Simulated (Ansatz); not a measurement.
# ClH7OSi2 (built from SMILES Cl.O[SiH2][SiH3]): search for a transition state

Is there a first-order saddle for this four-centre ligand exchange, which should form Si1–Cl7, Si2–H6 and break Si1–Si2, H6–Cl7, and which two structures does it connect?

Method: PBE0-D4, def2-SVP first, then def2-TZVP; program: Ansatz 0.2.0, Gaussian basis.

31 further runs of the same task are left out: 31 set aside as unsound or not needed.

**1. The system as given**

The guess: 11 atoms, charge 0, spin multiplicity 1.

Atoms are counted from 1 here; the program's logs count them from 0.

Bond lengths: Si1–H3 1.453 Å, Si1–H4 1.491 Å, Si1–O5 1.619 Å, Si2–H8 1.464 Å, Si2–H9 1.459 Å, Si2–H10 1.462 Å, O5–H11 0.954 Å. Angles: H3–Si1–H4 101.1°, H3–Si1–O5 115.6°, H4–Si1–O5 105.0°, H8–Si2–H9 108.6°, H8–Si2–H10 106.4°, H9–Si2–H10 109.1°, Si1–O5–H11 120.3°.

Coordinates:

```xyz
11

Si   -0.69840    0.68000   -0.42300
Si    0.70100   -1.39640    0.28270
H    -1.32690    1.23670   -1.60920
H    -1.77130   -0.23180    0.06870
O    -0.44600    1.72240    0.78940
H     0.92830    0.15290   -0.74120
Cl    1.31770    1.70480   -1.47340
H     0.19370   -1.39850    1.65610
H    -0.00780   -2.42100   -0.47750
H     2.11570   -1.75580    0.36560
H    -1.00600    1.70670    1.56170
```

Distances that are to change: Si1–Cl7 2.49 Å, Si2–H6 1.87 Å, Si1–Si2 2.60 Å, H6–Cl7 1.76 Å.

**2. Relaxing the guess with the reacting distances held**

hold/in.yaml reads:

```yaml
crystal:
  periodic: [false, false, false]
  atoms:
    - {symbol: Si, position_ang: [-0.698400, 0.680000, -0.423000]}
    - {symbol: Si, position_ang: [0.701000, -1.396400, 0.282700]}
    - {symbol: H, position_ang: [-1.326900, 1.236700, -1.609200]}
    - {symbol: H, position_ang: [-1.771300, -0.231800, 0.068700]}
    - {symbol: O, position_ang: [-0.446000, 1.722400, 0.789400]}
    - {symbol: H, position_ang: [0.928300, 0.152900, -0.741200]}
    - {symbol: Cl, position_ang: [1.317700, 1.704800, -1.473400]}
    - {symbol: H, position_ang: [0.193700, -1.398500, 1.656100]}
    - {symbol: H, position_ang: [-0.007800, -2.421000, -0.477500]}
    - {symbol: H, position_ang: [2.115700, -1.755800, 0.365600]}
    - {symbol: H, position_ang: [-1.006000, 1.706700, 1.561700]}
basis:
  gaussian: {orbitals: def2-SVP}
hamiltonian: {xc: pbe0, dispersion: d4}
relax: {f_tol: 0.08, max_steps: 120, escape_saddle: false, constraints: [{distance: [0, 6]}, {distance: [1, 5]}, {distance: [0, 1]}, {distance: [5, 6]}]}
```

No record of the launch command was kept for these runs.

Further steps of the session: Saddle search in the small basis; Saddle search in triple zeta; Vibrations at the point found; Relaxing after a step of 0.30 Å one way along the mode; Relaxing after a step of 0.30 Å the other way along the mode.

Before running it: what results should come out? Wanted: imaginary mode; barrier from the start side; barrier from the end side; energy of the step; pairs that change; zero-point energy at the saddle.

As calculated:

| quantity | value |
| --- | --- |
| imaginary mode | 860i cm⁻¹ |
| barrier from the start side | 1.337 eV |
| barrier from the end side | 2.505 eV |
| energy of the step | -1.168 eV |
| pairs that change | Si1–Cl7 formed, Si2–H6 formed, Si1–Si2 broken, H6–Cl7 broken |
| zero-point energy at the saddle | 1.724 eV |

One imaginary mode, 860i cm⁻¹, makes this a first-order saddle. It joins the planned start and end. At PBE0-D4/def2-TZVP the electronic barrier is 1.337 eV, about 52 kT at 298 K, and the step runs 1.168 eV downhill. These are plain relaxations, not an intrinsic reaction coordinate.
